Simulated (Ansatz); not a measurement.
# C₂H₈BrNOSi: a ladder of functionals and wavefunction methods

One table from this session's results is given with a row withheld; the runs are named, their logs left out.

The runs use Ansatz 0.2.0, Gaussian basis; functionals in def2-TZVPP, the program's frozen cores in correlated methods.

Levels to be run: PBE-D4, r2SCAN-D4, PBE0-D4, B3LYP-D4, ωB97X-V, ωB97M-V, B2PLYP; CCSD(T)/def2-TZVPP; MP2/def2-QZVPP; extrapolation to the limit.

**The relaxed structure**

The geometry comes from an earlier relaxation with PBE0-D4 in a triple-zeta def2 set; it is a stationary point, not always the lowest conformer.

SMILES `CO[Si](C)(N)Br`, 14 atoms, charge 0, spin multiplicity 1.

Atoms are counted from 1 here; the program's logs count them from 0.

Bond lengths: C1–O2 1.412 Å, C1–H7 1.095 Å, C1–H8 1.095 Å, C1–H9 1.091 Å, O2–Si3 1.633 Å, Si3–C4 1.852 Å, Si3–N5 1.706 Å, Si3–Br6 2.235 Å, C4–H10 1.092 Å, C4–H11 1.093 Å, C4–H12 1.092 Å, N5–H13 1.008 Å, N5–H14 1.008 Å. Angles: O2–C1–H7 111.7°, O2–C1–H8 111.0°, O2–C1–H9 108.1°, H7–C1–H8 108.7°, H7–C1–H9 108.9°, H8–C1–H9 108.4°, C1–O2–Si3 123.5°, O2–Si3–C4 114.2°, O2–Si3–N5 109.2°, O2–Si3–Br6 102.6°, C4–Si3–N5 109.0°, C4–Si3–Br6 108.3°, N5–Si3–Br6 113.5°, Si3–C4–H10 111.0°, Si3–C4–H11 110.6°, Si3–C4–H12 110.2°, H10–C4–H11 108.4°, H10–C4–H12 107.9° and more.

As a file:

```mol
C2H8BrNOSi
  3D, bonds by distance, orders not assigned

 14 13  0  0  0  0  0  0  0  0999 V2000
    0.3308   -1.5213   -1.3788 C   0  0
   -0.6170   -1.2119   -0.3794 O   0  0
   -0.4729    0.0586    0.6359 Si  0  0
   -0.5556    1.7105   -0.1973 C   0  0
    1.0036   -0.0625    1.4813 N   0  0
   -2.2704   -0.1594    1.9458 Br  0  0
    1.3555   -1.4464   -1.0009 H   0  0
    0.2240   -0.8543   -2.2410 H   0  0
    0.1510   -2.5451   -1.7106 H   0  0
   -0.5129    2.5211    0.5337 H   0  0
    0.2764    1.8317   -0.8961 H   0  0
   -1.4921    1.8070   -0.7498 H   0  0
    1.1953   -0.8859    2.0311 H   0  0
    1.3842    0.7578    1.9263 H   0  0
  1  2  8  0
  2  3  8  0
  3  4  8  0
  3  5  8  0
  3  6  8  0
  1  7  8  0
  1  8  8  0
  1  9  8  0
  4 10  8  0
  4 11  8  0
  4 12  8  0
  5 13  8  0
  5 14  8  0
M  END
```

The first run:

File in.yaml:

```yaml
crystal:
  periodic: [false, false, false]
  atoms:
    - {symbol: C, position_ang: [0.330794, -1.521329, -1.378845]}
    - {symbol: O, position_ang: [-0.616978, -1.211912, -0.379449]}
    - {symbol: Si, position_ang: [-0.472910, 0.058633, 0.635890]}
    - {symbol: C, position_ang: [-0.555638, 1.710535, -0.197331]}
    - {symbol: N, position_ang: [1.003647, -0.062472, 1.481292]}
    - {symbol: Br, position_ang: [-2.270359, -0.159367, 1.945779]}
    - {symbol: H, position_ang: [1.355465, -1.446392, -1.000944]}
    - {symbol: H, position_ang: [0.224039, -0.854341, -2.241003]}
    - {symbol: H, position_ang: [0.151005, -2.545098, -1.710581]}
    - {symbol: H, position_ang: [-0.512884, 2.521122, 0.533680]}
    - {symbol: H, position_ang: [0.276428, 1.831733, -0.896053]}
    - {symbol: H, position_ang: [-1.492109, 1.807007, -0.749783]}
    - {symbol: H, position_ang: [1.195327, -0.885891, 2.031062]}
    - {symbol: H, position_ang: [1.384174, 0.757752, 1.926287]}
basis:
  gaussian: {orbitals: def2-TZVPP}
hamiltonian: {xc: pbe, dispersion: d4}
output: {forces: true, orbitals: {seedname: orbitals}}
```

Started as:

```console
$ ansatz run in.yaml --threads 2 --pin off --events-out ev --progress --plain --max-ram 20480MiB --backend cuda --devices 0, --max-vram 18GiB
```

Among the steps run: PBE-D4 (GGA); r2SCAN-D4 (meta-GGA); PBE0-D4 (hybrid); B3LYP-D4 (hybrid); ωB97X-V (range-separated); ωB97M-V (range-separated); B2PLYP (double hybrid); CCSD(T) in def2-TZVPP; MP2 in def2-QZVPP.

One table of the session follows, with a row left open; its other results are not shown here.

| method | atomisation energy (kJ/mol) |
| --- | --- |
| PBE-D4 | 5330.0 |
| r2SCAN-D4 | 5258.5 |
| PBE0-D4 | 5249.7 |
| B3LYP-D4 | 5249.2 |
| ωB97X-V | 5269.0 |
| ωB97M-V | 5270.1 |
| B2PLYP | 5191.2 |
| HF/def2-TZVPP | 3817.6 |
| MP2/def2-TZVPP | 5198.0 |
| CCSD/def2-TZVPP | 5042.1 |
| CCSD(T)/def2-TZVPP | 5115.2 |
| MP2/CBS | 5350.8 |
| CCSD(T)/CBS | ? |

**Question.** Estimate the row for CCSD(T)/CBS.

The run gave: atomisation energy (kJ/mol): 5267.9. In the column «atomisation energy (kJ/mol)» it lies between r2SCAN-D4 (5258.5) and ωB97X-V (5269.0).
